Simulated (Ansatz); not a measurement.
**CH6S2Si: small, medium and large basis sets**

The task here is to estimate one member of a computed series from the others.

Method: one geometry, several basis sets; program: Ansatz 0.2.0, Gaussian basis.

Plan: PBE0-D4/def2-SVP; ωB97M-V/def2-SVP; PBE0-D4/def2-QZVPP; ωB97M-V/def2-QZVPP; the functionals' def2-TZVPP values are taken from earlier runs.

### Structure used throughout

All runs share one geometry, relaxed beforehand with PBE0-D4 in a triple-zeta def2 set.

SMILES `C[SiH](S)S`, 10 atoms, charge 0, spin multiplicity 1.

Atoms are counted from 1 here; the program's logs count them from 0.

Bond lengths: C1–Si2 1.860 Å, C1–H5 1.093 Å, C1–H6 1.092 Å, C1–H7 1.092 Å, Si2–S3 2.139 Å, Si2–S4 2.138 Å, Si2–H8 1.484 Å, S3–H9 1.343 Å, S4–H10 1.344 Å. Angles: Si2–C1–H5 110.6°, Si2–C1–H6 110.8°, Si2–C1–H7 110.0°, H5–C1–H6 108.4°, H5–C1–H7 108.7°, H6–C1–H7 108.4°, C1–Si2–S3 105.5°, C1–Si2–S4 113.5°, C1–Si2–H8 111.7°, S3–Si2–S4 112.3°, S3–Si2–H8 111.5°, S4–Si2–H8 102.6°, Si2–S3–H9 94.6°, Si2–S4–H10 94.5°.

Set-up of the first run:

in.yaml reads:

```yaml
crystal:
  periodic: [false, false, false]
  atoms:
    - {symbol: C, position_ang: [-1.093307, 0.705559, -0.657794]}
    - {symbol: Si, position_ang: [0.068422, -0.568235, 0.040681]}
    - {symbol: S, position_ang: [0.126937, -0.195288, 2.145766]}
    - {symbol: S, position_ang: [2.013375, -0.522792, -0.844832]}
    - {symbol: H, position_ang: [-2.083977, 0.610118, -0.206250]}
    - {symbol: H, position_ang: [-0.722729, 1.714974, -0.465861]}
    - {symbol: H, position_ang: [-1.186571, 0.572483, -1.737485]}
    - {symbol: H, position_ang: [-0.388336, -1.949417, -0.254238]}
    - {symbol: H, position_ang: [1.052457, -1.136472, 2.395084]}
    - {symbol: H, position_ang: [2.296929, 0.717968, -0.412270]}
basis:
  gaussian: {orbitals: def2-SVP}
hamiltonian: {xc: pbe0, dispersion: d4}
output: {orbitals: {seedname: orbitals}}
```

Started as:

```bash
$ ansatz run in.yaml --threads 2 --pin off --events-out ev --progress --plain --max-ram 4352MiB
```

Steps of the session up to this table: PBE0-D4 in def2-SVP; ωB97M-V in def2-SVP; PBE0-D4 in def2-QZVPP; ωB97M-V in def2-QZVPP.

One of the session's tables, all rows but one given; the rest of the session is left out.

It belongs to the step «Functionals by basis». 

```
functional       basis  HOMO (eV)  LUMO (eV)
   PBE0-D4    def2-SVP          ?          ?
   PBE0-D4  def2-TZVPP      -7.28       0.05
   PBE0-D4  def2-QZVPP      -7.32      -0.12
   ωB97M-V    def2-SVP      -9.30       2.58
   ωB97M-V  def2-TZVPP      -9.44       1.91
   ωB97M-V  def2-QZVPP      -9.48       1.44
```

**Question.** Estimate the row for PBE0-D4, def2-SVP.

As computed: HOMO (eV): -7.18; LUMO (eV): 0.58. In the column «HOMO (eV)» it is the highest.
